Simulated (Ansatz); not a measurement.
Crystal: CsLiCr2Te2S3.

```
Cs Li Cr Te S
1.0
     3.31929    1.91639    6.87982
    -3.31929    1.91639    6.87982
     0.00000   -3.83279    6.87982
Cs Li Cr Te S
1 1 2 2 3
Direct
  0.00000 0.00000 0.00000
  0.50000 0.50000 0.50000
  0.79848 0.79848 0.79848
  0.20152 0.20152 0.20152
  0.67990 0.67990 0.67990
  0.32010 0.32010 0.32010
  0.13626 0.86374 0.50000
  0.50000 0.13626 0.86374
  0.86374 0.50000 0.13626
```

The cell was built by a generator and needn't be a form met in nature.

Base run:

| Property | Result |
| --- | --- |
| Program | Ansatz 0.2.0 |
| Functional | revPBE |
| Potentials or basis | all-electron LAPW, scalar-relativistic |
| Cutoff | 305 eV (chosen from the basis error) |
| Basis error allowed | 0.002 eV/atom |
| k mesh | 4 × 4 × 4 |
| Occupations | fermi-dirac, width 0.05 eV |
| Spin | collinear spin, ferromagnetic start |
| Starting moments | [0.0, 0.0, 3.0, 3.0, 0.0, 0.0, 0.0, 0.0, 0.0] μB |

Its results: band gap on the k mesh none (metal or under the smearing width); pressure 1.4 GPa; net moment 4.00 μB per cell; site moments Cs -0.01; Li +0.01; Cr +2.29; Te -0.23; S -0.06 μB; largest force 0.084 eV/Å.

The run is repeated on the same cell with these changes: functional from revPBE to PBE; k mesh from 4 × 4 × 4 to 5 × 5 × 5. What comes out?

Band gap on the k mesh none (metal or under the smearing width); pressure 0.0 GPa; net moment 4.00 μB per cell; site moments Cs -0.01; Li +0.01; Cr +2.25; Te -0.21; S -0.06 μB; largest force 0.014 eV/Å.

Several settings changed at once, so the effect can't be laid on one alone.

Caveats: spin-orbit coupling is left out, which moves the levels of the heavy elements; only a ferromagnetic start was run, and an antiferromagnetic order may lie lower in energy; the k mesh is thin for a metal, which can move the energy by tens of meV per atom (some runs).
